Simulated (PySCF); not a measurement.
# Ge3H8: NMR shifts and electronic excitations in gas and solvents

Aim: compute the NMR shifts and electronic excitations of Ge3H8 (`[GeH3][GeH2][GeH3]`), and see what a dielectric continuum does where one was used.

The runs use PySCF 2.14.0, with density-fitted response routines of our own; the level of theory stands in each step. All values are computed, except where a source is named. Atoms count from 0, in the outputs and in this text.

### 1 The molecule as given

11 atoms, charge 0, multiplicity 1; geometry from: GFN2-xTB.

Bonds of the start (Å): Ge0–Ge1 2.38, Ge1–Ge2 2.38, Ge0–H3 1.50, Ge0–H4 1.50, Ge0–H5 1.50, Ge1–H6 1.51, Ge1–H7 1.51, Ge2–H8 1.50, Ge2–H9 1.50, Ge2–H10 1.50.

### 2 Geometry optimisation at PBE0-D3(BJ)/def2-SVP

Job settings and geometry (Å):

```
{"job": {"xc": "PBE0", "basis": "def2-SVP", "d3": "d3bj", "grid": 1, "kind": "geom"}, "charge": 0, "multiplicity": 1}
Ge     1.938264     0.715613    -0.024604
Ge     0.162874    -0.869371    -0.107544
Ge    -2.063248    -0.051227     0.100110
H      3.295539     0.094439    -0.167679
H      1.862331     1.756553    -1.102155
H      1.988252     1.491671     1.258282
H      0.399575    -1.928953     0.945154
H      0.279811    -1.670582    -1.384760
H     -2.441033     0.931152    -0.968422
H     -2.316527     0.665921     1.392812
H     -3.100413    -1.132545     0.032842
```

The log of the run:

```text
step   0  E = -6234.24230160  max force = 0.014632
step   1  E = -6234.24918531  max force = 0.004659
step   2  E = -6234.24991046  max force = 0.000561
step   3  E = -6234.24994722  max force = 0.000517
step   4  E = -6234.24998444  max force = 0.000417
step   5  E = -6234.24999288  max force = 0.000344
optimisation converged
```

It took 2.3 min on 1 thread, shared host.

Relaxation path:

```csv
step,energy from step 0 (eV),largest force component (eV/Å)
0,0.0000,0.7524
1,-0.1873,0.2396
2,-0.2070,0.0288
3,-0.2080,0.0266
4,-0.2091,0.0214
5,-0.2093,0.0177
```

Distances of close pairs at the start and the end, largest changes first:

```csv
bond,before (Å),after (Å),change (Å)
Ge1–Ge2,2.381,2.423,+0.043
Ge0–H3,1.500,1.540,+0.040
Ge2–H9,1.500,1.540,+0.040
Ge2–H8,1.500,1.540,+0.040
Ge0–H5,1.500,1.540,+0.040
Ge0–Ge1,2.381,2.421,+0.040
Ge0–H4,1.500,1.540,+0.040
Ge2–H10,1.500,1.540,+0.040
```

The final coordinates are the input of the step that follows.

```csv
at the end point,value
point group (found at 0.08 Å tolerance),C2v
"rotational constants (GHz, main isotopes)","4.334, 0.794, 0.688"
dipole moment (D),0.04
```

### 3 Shielding tensors: PBE0/pcSseg-1 in acetonitrile

Job settings and geometry (Å):

```
{"job": {"kind": "nmr", "xc": "PBE0", "basis": "pcSseg-1", "solvent": "acetonitrile", "pop": true}, "charge": 0, "multiplicity": 1}
Ge     1.814405     0.765165    -0.001932
Ge     0.112729    -0.956088    -0.071067
Ge    -2.104014     0.004460     0.120206
H      3.221760     0.158211    -0.149738
H      1.584660     1.771201    -1.145197
H      1.738557     1.520102     1.338474
H      0.343701    -1.959616     1.077221
H      0.221452    -1.725134    -1.404169
H     -2.338636     1.003504    -1.028144
H     -2.235688     0.754677     1.458760
H     -3.186270    -1.088933     0.056940
```

Level: GIAO PBE0/pcSseg-1 NMR shielding, non-relativistic, IEF-PCM acetonitrile.

The log of the run:

```text
coarse grid: 42024 points
cycle   1  E = -6234.2723581675  dE = -2.170e+00  |g| = 1.397e+00  |ddm| = 3.176e+00
cycle   2  E = -6234.2506108152  dE =  2.175e-02  |g| = 1.309e+00  |ddm| = 1.083e+00
cycle   3  E = -6234.3668540811  dE = -1.162e-01  |g| = 1.165e-01  |ddm| = 7.041e-01
cycle   4  E = -6234.3681739776  dE = -1.320e-03  |g| = 1.232e-02  |ddm| = 9.418e-02
cycle   5  E = -6234.3682188323  dE = -4.485e-05  |g| = 2.902e-03  |ddm| = 1.927e-02
cycle   6  E = -6234.3682200708  dE = -1.239e-06  |g| = 1.113e-03  |ddm| = 2.582e-03
final grid: 82096 points
cycle   7  E = -6234.3681659618  dE = -5.845e-08  |g| = 1.289e-03  |ddm| = 1.941e-03
cycle   8  E = -6234.3681659173  dE =  4.448e-08  |g| = 1.562e-03  |ddm| = 1.650e-03
cycle   9  E = -6234.3681661193  dE = -2.020e-07  |g| = 5.870e-05  |ddm| = 8.399e-04
cycle  10  E = -6234.3681661203  dE = -9.377e-10  |g| = 7.355e-06  |ddm| = 7.375e-05
converged SCF energy = -6234.3681661203

GIAO shielding tensors (ppm)
atom      isotropic    diamagn.    paramagn.     s11        s22        s33       span
  0 Ge    1648.626    2756.355   -1107.729   1632.585   1640.162   1673.131     40.546
  1 Ge    1665.601    2756.461   -1090.860   1659.850   1664.485   1672.468     12.618
  2 Ge    1648.510    2756.280   -1107.770   1632.833   1639.668   1673.030     40.197
  3 H       27.451      28.084      -0.633     20.703     22.019     39.630     18.927
  4 H       27.640      28.511      -0.871     20.894     23.102     38.924     18.031
  5 H       27.637      28.498      -0.861     20.916     23.050     38.945     18.029
  6 H       27.683      29.004      -1.321     20.868     22.405     39.776     18.908
  7 H       27.689      29.028      -1.339     20.875     22.439     39.753     18.879
  8 H       27.638      28.436      -0.799     20.895     23.093     38.925     18.030
  9 H       27.637      28.428      -0.792     20.915     23.051     38.944     18.028
 10 H       27.451      28.001      -0.550     20.703     22.025     39.626     18.923
```

Wall time 50 s (1 thread, shared host).

Shifts follow as δ = σ(reference) − σ, with reference shieldings (ppm) from runs at the same level and on the same kind of geometry: 1H TMS 31.24, 73Ge GeMe4 1329. The references are single molecules in the same continuum. Atoms listed in one row are averaged.

```csv
atoms,environment,σ (ppm),δ (ppm)
"H3, H4, H5, H8, H9, H10",hydrogen on a germanium bonded to Ge,27.58,3.66
"H6, H7",hydrogen on a germanium bonded to 2 Ge,27.69,3.55
"Ge0, Ge2","germanium bonded to Ge, 3 H",1649,-319
Ge1,"germanium bonded to 2 Ge, 2 H",1666,-336
```

The run also stored atomic charges by several schemes (e):

```csv
atoms,Mulliken,IAO,Hirshfeld,ESP fit
"Ge0, Ge2",0.01,0.21,0.20,0.10
Ge1,-0.10,0.10,0.14,0.09
```

Mayer bond orders: Ge0–Ge1 0.91, Ge1–Ge2 0.91.

### 4 Nuclear shieldings: PBE0/pcSseg-1 in chloroform

The job, as its differences from that of step 3:

```diff
@@ -1,2 +1,2 @@
-{"job": {"kind": "nmr", "xc": "PBE0", "basis": "pcSseg-1", "solvent": "acetonitrile", "pop": true}, "charge": 0, "multiplicity": 1}
+{"job": {"kind": "nmr", "xc": "PBE0", "basis": "pcSseg-1", "solvent": "chloroform", "pop": false}, "charge": 0, "multiplicity": 1}
 Ge     1.814405     0.765165    -0.001932
```

With the program's defaults for keys left out, this is: GIAO PBE0/pcSseg-1 NMR shielding, non-relativistic, IEF-PCM chloroform.

The log of the run:

```text
coarse grid: 42024 points
cycle   1  E = -6234.2721004796  dE = -2.170e+00  |g| = 1.397e+00  |ddm| = 3.176e+00
cycle   2  E = -6234.2498086897  dE =  2.229e-02  |g| = 1.310e+00  |ddm| = 1.082e+00
cycle   3  E = -6234.3666783654  dE = -1.169e-01  |g| = 1.174e-01  |ddm| = 7.060e-01
cycle   4  E = -6234.3680467760  dE = -1.368e-03  |g| = 1.360e-02  |ddm| = 9.680e-02
cycle   5  E = -6234.3681039749  dE = -5.720e-05  |g| = 3.091e-03  |ddm| = 2.093e-02
cycle   6  E = -6234.3681053406  dE = -1.366e-06  |g| = 1.175e-03  |ddm| = 2.688e-03
final grid: 82096 points
cycle   7  E = -6234.3680512633  dE = -5.652e-08  |g| = 1.356e-03  |ddm| = 2.029e-03
cycle   8  E = -6234.3680512151  dE =  4.824e-08  |g| = 1.638e-03  |ddm| = 1.754e-03
cycle   9  E = -6234.3680514436  dE = -2.285e-07  |g| = 6.771e-05  |ddm| = 8.926e-04
cycle  10  E = -6234.3680514448  dE = -1.159e-09  |g| = 7.186e-06  |ddm| = 7.948e-05
cycle  11  E = -6234.3680514448  dE = -8.185e-12  |g| = 4.082e-06  |ddm| = 1.008e-05
converged SCF energy = -6234.3680514448

GIAO shielding tensors (ppm)
atom      isotropic    diamagn.    paramagn.     s11        s22        s33       span
  0 Ge    1648.948    2756.360   -1107.413   1633.042   1640.664   1673.137     40.095
  1 Ge    1666.233    2756.475   -1090.242   1660.648   1665.546   1672.504     11.856
  2 Ge    1648.833    2756.285   -1107.453   1633.274   1640.186   1673.038     39.764
  3 H       27.445      28.077      -0.632     20.696     22.012     39.628     18.933
  4 H       27.638      28.504      -0.866     20.890     23.099     38.925     18.035
  5 H       27.634      28.491      -0.857     20.911     23.046     38.945     18.034
  6 H       27.683      29.005      -1.322     20.866     22.402     39.780     18.915
  7 H       27.687      29.026      -1.340     20.870     22.435     39.756     18.887
  8 H       27.636      28.430      -0.794     20.892     23.089     38.926     18.034
  9 H       27.634      28.421      -0.788     20.911     23.047     38.944     18.033
 10 H       27.445      27.993      -0.548     20.694     22.017     39.624     18.929
```

Run time: 47 s. Hardware: 1 thread, shared host.

This run: δ Ge0 -319, Ge1 -337, H3 3.68, H6 3.56 ppm (means over like atoms).

### 5 Ultraviolet spectrum: CAM-B3LYP/def2-SVPD

The job, as its differences from that of step 4:

```diff
@@ -1,2 +1,2 @@
-{"job": {"kind": "nmr", "xc": "PBE0", "basis": "pcSseg-1", "solvent": "chloroform", "pop": false}, "charge": 0, "multiplicity": 1}
+{"job": {"kind": "uv", "xc": "CAM-B3LYP", "basis": "def2-SVPD", "dynamic": true, "nstates": 6, "ntriplets": 0}, "charge": 0, "multiplicity": 1}
 Ge     1.814405     0.765165    -0.001932
```

Method: TDDFT CAM-B3LYP/def2-SVPD, vertical, gas phase, core orbitals frozen in the response.

The log of the run:

```text
coarse grid: 42024 points
cycle   1  E = -6235.3475912560  dE = -2.021e+00  |g| = 6.106e-01  |ddm| = 3.253e+00
cycle   2  E = -6235.3532905642  dE = -5.699e-03  |g| = 5.995e-01  |ddm| = 7.731e-01
cycle   3  E = -6235.3860890897  dE = -3.280e-02  |g| = 1.255e-02  |ddm| = 4.054e-01
cycle   4  E = -6235.3861796201  dE = -9.053e-05  |g| = 3.298e-03  |ddm| = 6.410e-02
cycle   5  E = -6235.3861820937  dE = -2.474e-06  |g| = 1.504e-03  |ddm| = 6.325e-03
final grid: 82096 points
cycle   6  E = -6235.3861195722  dE = -9.013e-08  |g| = 1.559e-03  |ddm| = 3.120e-03
cycle   7  E = -6235.3861195503  dE =  2.198e-08  |g| = 1.652e-03  |ddm| = 2.291e-03
cycle   8  E = -6235.3861197982  dE = -2.479e-07  |g| = 1.628e-05  |ddm| = 1.192e-03
cycle   9  E = -6235.3861197984  dE = -2.219e-10  |g| = 8.903e-06  |ddm| = 5.361e-05
converged SCF energy = -6235.3861197984

Static polarisability (au): isotropic 104.256, principal 86.801 97.821 128.147

Singlet excitations
state   eV       nm        f      main configurations
  1   6.8618    180.7   0.29902   H->L 0.56, H->L+1 0.33
  2   6.9436    178.6   0.33750   H->L+1 0.63, H->L 0.30
  3   7.1407    173.6   0.05278   H->L+2 0.88
  4   7.1900    172.4   0.00078   H->L+4 0.92
  5   7.3694    168.2   0.13640   H->L+3 0.67, H-1->L+2 0.20
  6   7.5010    165.3   0.07272   H-1->L 0.85
```

It took 67 s on 1 thread, shared host.

Frontier orbitals and where they lie:

```csv
orbital,eV,atoms
HOMO−3,-11.01,"Ge2 22 %, Ge0 22 %, H8 13 %"
HOMO−2,-10.57,"Ge1 24 %, H6 14 %, H7 13 %"
HOMO−1,-9.74,"Ge1 33 %, Ge0 15 %, Ge2 15 %"
HOMO,-9.01,"Ge1 32 %, Ge2 22 %, Ge0 22 %"
LUMO,0.52,"Ge2 23 %, Ge0 22 %, Ge1 14 %"
LUMO+1,0.75,"Ge1 28 %, Ge0 19 %, Ge2 18 %"
LUMO+2,0.79,"Ge2 23 %, Ge0 23 %, Ge1 16 %"
```

With each of the 6 states as a Gaussian band of 0.4 eV half-width at 1/e, the curve within the window shown has maxima at 178 nm (ε 29,000) L/(mol cm). Beyond the last state computed it falls off for lack of states. The curve at chosen wavelengths:

(nm, ε (L/mol/cm)): (159, 3732), (161, 5830), (162, 7049), (164, 9759), (165, 11229), (167, 14368), (168, 16029), (170, 19485), (171, 21235), (173, 24576), (175, 27314), (176, 28296), (178, 29211), (179, 29078), (181, 27614), (182, 26337), (184, 22954), (186, 18914), (187, 16822), (189, 12793), (190, 10945), (192, 7725), (193, 6377), (195, 4203), (196, 3358), (198, 2079)

Ground-state properties from the same run:

```csv
property,computed
dipole moment (D),0.07
polarisability (Å³),15.45
HOMO–LUMO gap (eV),9.53
−ε(HOMO) (eV),9.01
C6 with itself (au),3243
```

### 6 Excited states and response: CAM-B3LYP/def2-SVPD in acetonitrile

The job, as its differences from that of step 5:

```diff
@@ -1,2 +1,2 @@
-{"job": {"kind": "uv", "xc": "CAM-B3LYP", "basis": "def2-SVPD", "dynamic": true, "nstates": 6, "ntriplets": 0}, "charge": 0, "multiplicity": 1}
+{"job": {"kind": "uv", "xc": "CAM-B3LYP", "basis": "def2-SVPD", "solvent": "acetonitrile", "nstates": 6, "ntriplets": 0}, "charge": 0, "multiplicity": 1}
 Ge     1.814405     0.765165    -0.001932
```

With the program's defaults for keys left out, this is: TDDFT CAM-B3LYP/def2-SVPD, vertical, IEF-PCM acetonitrile (non-equilibrium linear response), core orbitals frozen in the response.

The log of the run:

```text
coarse grid: 42024 points
cycle   1  E = -6235.3485684929  dE = -2.021e+00  |g| = 6.091e-01  |ddm| = 3.254e+00
cycle   2  E = -6235.3549346057  dE = -6.366e-03  |g| = 5.954e-01  |ddm| = 7.854e-01
cycle   3  E = -6235.3866685126  dE = -3.173e-02  |g| = 1.240e-02  |ddm| = 4.001e-01
cycle   4  E = -6235.3867641151  dE = -9.560e-05  |g| = 3.117e-03  |ddm| = 6.820e-02
cycle   5  E = -6235.3867672962  dE = -3.181e-06  |g| = 1.003e-03  |ddm| = 8.176e-03
final grid: 82096 points
cycle   6  E = -6235.3867045669  dE = -1.355e-07  |g| = 9.791e-04  |ddm| = 2.421e-03
cycle   7  E = -6235.3867045709  dE = -4.037e-09  |g| = 1.017e-03  |ddm| = 1.403e-03
cycle   8  E = -6235.3867046621  dE = -9.115e-08  |g| = 2.191e-05  |ddm| = 7.016e-04
cycle   9  E = -6235.3867046624  dE = -3.638e-10  |g| = 9.940e-06  |ddm| = 7.173e-05
converged SCF energy = -6235.3867046624

Static polarisability (au): isotropic 148.730, principal 128.258 142.959 174.971

Singlet excitations
state   eV       nm        f      main configurations
  1   6.7714    183.1   0.87446   H->L 0.90
  2   6.9164    179.3   0.07103   H->L+1 0.94
  3   7.1023    174.6   0.10462   H->L+2 0.90
  4   7.1954    172.3   0.00067   H->L+4 0.92
  5   7.3367    169.0   0.13409   H->L+3 0.59, H-1->L+2 0.30
  6   7.4699    166.0   0.20026   H-1->L 0.89
```

It took 50 s on 1 thread, shared host.

Key values: HOMO -8.84 eV, LUMO 0.66 eV; lowest singlet 6.77 eV.

### 7 Ultraviolet spectrum: CAM-B3LYP/def2-SVPD in chloroform

The job, as its differences from that of step 6:

```diff
@@ -1,2 +1,2 @@
-{"job": {"kind": "uv", "xc": "CAM-B3LYP", "basis": "def2-SVPD", "solvent": "acetonitrile", "nstates": 6, "ntriplets": 0}, "charge": 0, "multiplicity": 1}
+{"job": {"kind": "uv", "xc": "CAM-B3LYP", "basis": "def2-SVPD", "solvent": "chloroform", "nstates": 6, "ntriplets": 0}, "charge": 0, "multiplicity": 1}
 Ge     1.814405     0.765165    -0.001932
```

Level: TDDFT CAM-B3LYP/def2-SVPD, vertical, IEF-PCM chloroform (non-equilibrium linear response), core orbitals frozen in the response.

The log of the run:

```text
coarse grid: 42024 points
cycle   1  E = -6235.3482949488  dE = -2.021e+00  |g| = 6.095e-01  |ddm| = 3.254e+00
cycle   2  E = -6235.3544936042  dE = -6.199e-03  |g| = 5.965e-01  |ddm| = 7.815e-01
cycle   3  E = -6235.3865090168  dE = -3.202e-02  |g| = 1.239e-02  |ddm| = 4.016e-01
cycle   4  E = -6235.3866025500  dE = -9.353e-05  |g| = 3.093e-03  |ddm| = 6.697e-02
cycle   5  E = -6235.3866054241  dE = -2.874e-06  |g| = 1.147e-03  |ddm| = 7.517e-03
final grid: 82096 points
cycle   6  E = -6235.3865427663  dE = -1.196e-07  |g| = 1.147e-03  |ddm| = 2.563e-03
cycle   7  E = -6235.3865427645  dE =  1.772e-09  |g| = 1.198e-03  |ddm| = 1.642e-03
cycle   8  E = -6235.3865428913  dE = -1.267e-07  |g| = 2.061e-05  |ddm| = 8.351e-04
cycle   9  E = -6235.3865428916  dE = -3.120e-10  |g| = 9.613e-06  |ddm| = 6.494e-05
converged SCF energy = -6235.3865428916

Static polarisability (au): isotropic 133.994, principal 113.267 127.599 161.116

Singlet excitations
state   eV       nm        f      main configurations
  1   6.7527    183.6   0.93805   H->L 0.91
  2   6.9082    179.5   0.06792   H->L+1 0.95
  3   7.0974    174.7   0.11992   H->L+2 0.91
  4   7.1881    172.5   0.00071   H->L+4 0.92
  5   7.3298    169.2   0.13720   H->L+3 0.58, H-1->L+2 0.30
  6   7.4644    166.1   0.22045   H-1->L 0.88
```

Wall time 54 s (1 thread, shared host).

In short: HOMO -8.87 eV, LUMO 0.64 eV; lowest singlet 6.75 eV.

### 8 Run by run: NMR shifts

Shifts (ppm), means over like atoms, with basis size and wall time:

```csv
run,H3,H6,Ge0,Ge1,functions,time
PBE0/pcSseg-1 in acetonitrile,3.66,3.55,-319,-336,163,50 s
PBE0/pcSseg-1 in chloroform,3.68,3.56,-319,-337,163,47 s
```

The continuum's effect on the ground state:

```csv
solvent,ε,polarisation energy (Eh),μ (D)
chloroform,4.71,-0.0003,0.04
acetonitrile,35.69,-0.0004,0.03
```

### 9 Run by run: electronic excitations

Excitations and ground-state properties, with basis size and wall time:

```csv
run,lowest singlet (eV),brightest (eV),f,gap (eV),α (Å³),μ (D),functions,time
CAM-B3LYP/def2-SVPD,6.86,6.94,0.338,9.53,15.45,0.07,178,67 s
CAM-B3LYP/def2-SVPD in acetonitrile,6.77,6.77,0.874,9.50,22.04,0.09,178,50 s
CAM-B3LYP/def2-SVPD in chloroform,6.75,6.75,0.938,9.51,19.86,0.09,178,54 s
```

The continuum's effect on the ground state:

```csv
solvent,ε,polarisation energy (Eh),μ (D)
chloroform,4.71,-0.0004,0.09
acetonitrile,35.69,-0.0006,0.09
```

### 10 What came out

```
                                                                                quantity                        value
                                                                             point group                          C2v
                                                    rotational constants (main isotopes)         4.33, 0.79, 0.69 GHz
    1H shifts against TMS (PBE0/pcSseg-1, acetonitrile, means over atoms taken as alike)               3.66, 3.55 ppm
73Ge shifts against GeMe4 (PBE0/pcSseg-1, acetonitrile, means over atoms taken as alike)               -319, -336 ppm
                                                    lowest singlet (CAM-B3LYP/def2-SVPD)  6.86 eV (181 nm), f = 0.299
                                                brightest single state of those computed  state 2, 6.94 eV, f = 0.338
                                                               range of the shift of Ge1             -337 to -336 ppm
                                                             range of the lowest singlet              6.75 to 6.86 eV
```

**Reading.** The optimisation took 5 steps and gained 0.209 eV; among the close pairs (by a distance rule), Ge1–Ge2 changed most, from 2.381 to 2.423 Å. No frequency check was run at this level, so the end point may be a saddle. At PBE0/pcSseg-1: The widest tensor belongs to Ge0, Ge2: span 40 ppm, with a paramagnetic part of -1108 ppm. The first singlet state (HOMO→LUMO 0.56, HOMO→LUMO+1 0.33) lies at 6.86 eV and is bright; of the 6 states computed, the strongest absorption comes from state 2 at 6.94 eV. Across the 2 runs the shift of Ge1 moves most, between -337 (PBE0/pcSseg-1 in chloroform) and -336 ppm (PBE0/pcSseg-1 in acetonitrile). The continuum holds electrostatics alone: no hydrogen bonds to the solvent, and the gas-phase geometry is kept. The lowest singlet runs from 6.75 eV (CAM-B3LYP/def2-SVPD in chloroform) to 6.86 eV (CAM-B3LYP/def2-SVPD), while the orbital gap spans 9.50 to 9.53 eV. The lowest state need not be the same one in every run. Spin-orbit coupling is left out, which matters for shieldings and couplings at and beside the heavy atoms.
